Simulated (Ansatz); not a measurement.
**Pb2N2O7F2: a short molecular-dynamics run**

Aim: set Pb2N2O7F2 (a randomly packed cell, 13 atoms, not relaxed) in motion for 40 steps of 1 fs under a Langevin thermostat at 600 K, and see how temperature, energy and positions respond.

Method: DFT PBE, plane waves, PAW, scalar-relativistic, no spin polarisation, in Ansatz 0.2.0.

## Step 1: The structure to begin with

The cell holds 13 atoms (F2N2O7Pb2): a = 5.131 Å, b = 6.264 Å, c = 6.507 Å, α = 84.30°, β = 77.96°, γ = 69.41°.

Structure file:

```xyz
13
Lattice="4.7911 1.6823 0.7344 0.1297 6.2594 0.2082 0.3100 0.4250 6.4857" Properties=species:S:1:pos:R:3 pbc="T T T"
Pb    4.6596    3.8185    5.6239
Pb    4.7171    5.2939    2.0724
O     2.1339    2.9015    3.4302
O     1.9696    4.4335    4.9773
O     1.6298    1.4101    1.8334
O     2.7150    3.4460    1.4122
O     4.9907    7.2979    6.2166
O     3.3345    7.2646    3.5110
N     1.2690    6.0385    0.5957
N     3.1622    6.2566    5.4786
F     3.7802    1.6165    1.3267
F     4.3786    2.7567    3.0888
O     1.9456    5.4639    2.6595
```

## Step 2: The run

The input, input.yaml:

```yaml
crystal:
  lattice:
    - [4.791117, 1.68232, 0.734439]
    - [0.129745, 6.259417, 0.208192]
    - [0.310046, 0.425007, 6.48574]
  atoms:
    - { symbol: Pb, position: [0.91533, 0.312875, 0.753428] }
    - { symbol: Pb, position: [0.956497, 0.575586, 0.192745] }
    - { symbol: O, position: [0.406075, 0.322323, 0.472551] }
    - { symbol: O, position: [0.349834, 0.566079, 0.70964] }
    - { symbol: O, position: [0.321164, 0.122494, 0.242379] }
    - { symbol: O, position: [0.546738, 0.393871, 0.143183] }
    - { symbol: O, position: [0.965428, 0.850631, 0.821872] }
    - { symbol: O, position: [0.641689, 0.958388, 0.437919] }
    - { symbol: "N", position: [0.238203, 0.89824, 0.036043] }
    - { symbol: "N", position: [0.589923, 0.789905, 0.752557] }
    - { symbol: F, position: [0.780467, 0.040693, 0.114871] }
    - { symbol: F, position: [0.885141, 0.177374, 0.370316] }
    - { symbol: O, position: [0.363419, 0.751827, 0.344774] }
kpoints:
  mp_grid: { grid: [3, 3, 3] }
magnetization:
  spin_polarized: false
scf:
  occupations: { method: cold, width: 0.15 }
hamiltonian:
  pseudopotentials: { kind: paw }
  xc: pbe
basis:
  ecutwfc: 420
md:
  timestep: 1.0
  n_steps: 40
  ensemble: nvt_langevin
  temperature: 600.0
  initial_velocities: maxwell_boltzmann
  seed: 86136
```

Command:

```console
$ ansatz run input.yaml --threads 2 --pin off --max-ram 2560MiB --backend cpu --events-out ev --progress --plain --runs-dir out
```

**Question.** What will these runs give? Wanted: temperature, first and last step; temperature, second half; potential energy, second half; mean square displacement, second half.

The runs gave:

```
                             quantity                                   value
                               length                        40 steps of 1 fs
     temperature, first and last step                          554 and 6561 K
             temperature, second half        mean 6810 K, from 4196 to 8488 K
        potential energy, second half            -973 meV/atom from the start
mean square displacement, second half  O 0.361, N 0.317, F 0.178, Pb 0.007 Å²
```

**Reading.** Against a set 600 K the second half averages 6810 K with a spread of 1124 K (in equilibrium 13 atoms would scatter by about 136 K, over a far longer run); the potential energy of that half lies 973 meV/atom under the start, so the atoms have moved to lower-lying arrangements, and the energy set free heats the cell. The bonding pattern changes, first at 21.0 fs: O8–N10 forms. Over the second half O atoms stand 0.6 Å (root mean square) from where they began, and the farthest move is 1.1 Å. 40 fs on 13 atoms is far too short and small for converged averages.
